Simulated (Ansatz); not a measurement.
# CH4BrNOSi: the cost of one run

Computed with Ansatz 0.2.0, Gaussian basis. Level: r2SCAN/6-31G* with rVV10 dispersion.

## (1) Structure used throughout

The geometry comes from an earlier relaxation with PBE0-D4 in a triple-zeta def2 set; it is a stationary point, not always the lowest conformer.

SMILES `N=C[SiH](O)Br`, 9 atoms, charge 0, spin multiplicity 1.

Atoms are counted from 1 here; the program's logs count them from 0.

Bond lengths: N1–C2 1.269 Å, N1–H6 1.024 Å, C2–Si3 1.882 Å, C2–H7 1.096 Å, Si3–O4 1.635 Å, Si3–Br5 2.222 Å, Si3–H8 1.477 Å, O4–H9 0.959 Å. Angles: C2–N1–H6 110.9°, N1–C2–Si3 123.5°, N1–C2–H7 116.8°, Si3–C2–H7 119.8°, C2–Si3–O4 109.1°, C2–Si3–Br5 107.6°, C2–Si3–H8 112.8°, O4–Si3–Br5 111.1°, O4–Si3–H8 107.8°, Br5–Si3–H8 108.4°, Si3–O4–H9 118.6°.

As a file:

```xyz
9
charge 0, multiplicity 1
N     0.7395    0.9296    1.5949
C     0.5868    1.0472    0.3405
Si   -0.4442   -0.1389   -0.6951
O    -0.9341   -1.3836    0.2449
Br    0.8321   -0.8540   -2.3678
H     0.2294    0.1158    1.9502
H     1.0931    1.8916   -0.1418
H    -1.6486    0.4973   -1.2664
H    -0.3655   -2.1515    0.3236
```

## (2) The run

Contents of in.yaml:

```yaml
crystal:
  periodic: [false, false, false]
  atoms:
    - {symbol: N, position_ang: [0.739481, 0.929590, 1.594903]}
    - {symbol: C, position_ang: [0.586827, 1.047231, 0.340455]}
    - {symbol: Si, position_ang: [-0.444152, -0.138858, -0.695071]}
    - {symbol: O, position_ang: [-0.934142, -1.383583, 0.244880]}
    - {symbol: Br, position_ang: [0.832101, -0.853981, -2.367773]}
    - {symbol: H, position_ang: [0.229354, 0.115818, 1.950203]}
    - {symbol: H, position_ang: [1.093100, 1.891634, -0.141813]}
    - {symbol: H, position_ang: [-1.648579, 0.497294, -1.266420]}
    - {symbol: H, position_ang: [-0.365489, -2.151545, 0.323636]}
basis:
  gaussian: {orbitals: "6-31G*"}
hamiltonian: {xc: {name: r2SCAN}, dispersion: rvv10}
md: {timestep: 0.5 fs, n_steps: 30, ensemble: nvt_nose_hoover, temperature: 700, initial_velocities: maxwell_boltzmann, seed: 352}
```

Launch:

```
> ansatz run in.yaml --threads 4 --pin off --events-out ev --progress --plain --max-ram 10444MiB
```

**Question.** How long does this run take on 4 threads of Intel Xeon Platinum 8175M at 2.50GHz, shared host, and how much memory does it need?

About 91 s, with a peak of 0.44 GiB.
